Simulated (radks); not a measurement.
# K¹³⁺ in [He] 2s2 2p2: an all-electron calculation

The task here is to estimate one member of a computed series from the others.

The numbers are computed with radks (a radial shooting solver on a logarithmic mesh, Libxc functionals) version 1 (scalar-relativistic Kohn-Sham, BP86, spin-polarised, spherical densities, point nucleus; open shells are filled with parallel spins first), except any that are marked as measured or tabulated.

**The system**

- element: potassium (Z = 19)
- charge: +13
- electrons: 6
- configuration: [He] 2s2 2p2

The outer shells:

K¹³⁺
```
[He] core
2s [↑↓]
2p [↑ ][↑ ][  ]
```

Set-up of the first run:

Input:

```text
Z 19
configuration [He] 2s2 2p2
relativity scalar-relativistic
functional b88,p86
spin polarised
nucleus point
c 137.035999084
```

One of the session's tables, all rows but one given; the rest of the session is left out.

It belongs to the step «Shells». Radial moments (bohr):

```
  level      <r>  outermost maximum (interpolated)  90 % within
  1s up  0.08073                            0.0530        0.144
1s down  0.08057                            0.0529        0.144
  2s up   0.3521                             0.300        0.540
2s down   0.3549                             0.302        0.545
  2p up   0.3068                             0.241        0.496
2p down        ?                                 ?            ?
```

Q: Estimate the row for 2p down from the others.

**Answer.** <r>: 0.3100; outermost maximum (interpolated): 0.243; 90 % within: 0.502. In the column «<r>» it lies between 2p up (0.3068) and 2s up (0.3521).

Limits of these values: Open shells are spherical and high-spin; term and fine-structure splittings are not resolved.
